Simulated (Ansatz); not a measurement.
# Li3Ge4N: the cost of one run

Computed with Ansatz 0.2.0 (DFT PBE, scalar-relativistic, plane waves, PAW, unless a step names another level, unless a step's input says otherwise).

3 further runs of the same task are left out: 3 that didn't finish.

**1. The starting structure**

Symmetry: P3m1, No. 156, trigonal system. Conventional cell: a = 3.967 Å, b = 3.967 Å, c = 9.729 Å, α = 90.00°, β = 90.00°, γ = 120.00°. Li (site symmetry 3m) is surrounded by 1 N at 1.90 Å. Li (site symmetry 3m) has 3 N at 2.34 Å and 6 Li at 2.40 to 2.69 Å as nearest neighbours. Li (site symmetry 3m) is surrounded by 3 N at 2.30 Å and 3 Li at 2.40 Å. Ge (site symmetry 3m) is surrounded by 1 N at 1.92 Å. Around Ge (site symmetry 3m) lie 3 Ge at 2.49 Å and 3 Li at 2.72 Å. Ge (site symmetry 3m) is surrounded by 4 Ge at 2.49 Å. Ge (site symmetry 3m) is surrounded by 4 Ge at 2.49 Å and 1 Li at 2.67 Å. N (site symmetry 3m) is surrounded by 7 Li at 1.90 to 2.34 Å and 1 Ge at 1.92 Å.

Coordinates:

```xyz
8
Lattice="3.9673 0.0000 0.0000 -1.9836 3.4358 0.0000 0.0000 0.0000 9.7287" Properties=species:S:1:pos:R:3 pbc="T T T"
Li    0.0000    0.0000    1.7081
Li    0.0000    2.2905    0.2986
Li    1.9836    1.1453    9.3221
Ge    0.0000    0.0000    7.6165
Ge    0.0000    2.2905    3.1733
Ge    1.9836    1.1453    4.1607
Ge    1.9836    1.1453    6.6508
N     0.0000    0.0000    9.5356
```

It came out lowest among 42 distinct ends of the trial cells. At a tolerance of 0.02 Å it has space group P3m1 (No. 156).

**2. Tight relaxation for the response runs, on the response runs' mesh and smearing**

File input.yaml:

```yaml
crystal:
  lattice:
    - [3.9672893307, 0.0, 0.0]
    - [-1.9836446654, 3.4357733446, 0.0]
    - [0.0, 0.0, 9.7287028105]
  atoms:
    - { symbol: Li, position: [0.0, 0.0, 0.1755748716] }
    - { symbol: Li, position: [0.3333333333, 0.6666666667, 0.0306956658] }
    - { symbol: Li, position: [0.6666666667, 0.3333333333, 0.9582078136] }
    - { symbol: Ge, position: [0.0, 0.0, 0.7828885577] }
    - { symbol: Ge, position: [0.3333333333, 0.6666666667, 0.3261817181] }
    - { symbol: Ge, position: [0.6666666667, 0.3333333333, 0.4276727963] }
    - { symbol: Ge, position: [0.6666666667, 0.3333333333, 0.6836293252] }
    - { symbol: "N", position: [0.0, 0.0, 0.9801492517] }
basis:
  ecutwfc: 420
kpoints:
  mp_grid: { grid: [12, 12, 4] }
hamiltonian:
  xc: pbe
scf:
  occupations: { method: fixed }
output:
  forces: true
  stress: true
  eigenvalues: true
  write_density: true
  write_potential: true
  elf: true
  volumetric_format: npy
relax:
  adjacent_minimum: "off"
  f_tol: 0.001
  max_steps: 60
  cell: { stress_tol: 0.01 }
```

Command:

```
$ ansatz run input.yaml --threads 3 --pin off --max-ram 7680MiB --backend cpu --events-out ev --progress --plain --runs-dir out
```

What time and memory should one allow on 3 threads of Intel Xeon at 2.70GHz, shared host?

About 57 s, with a peak of 0.65 GiB.
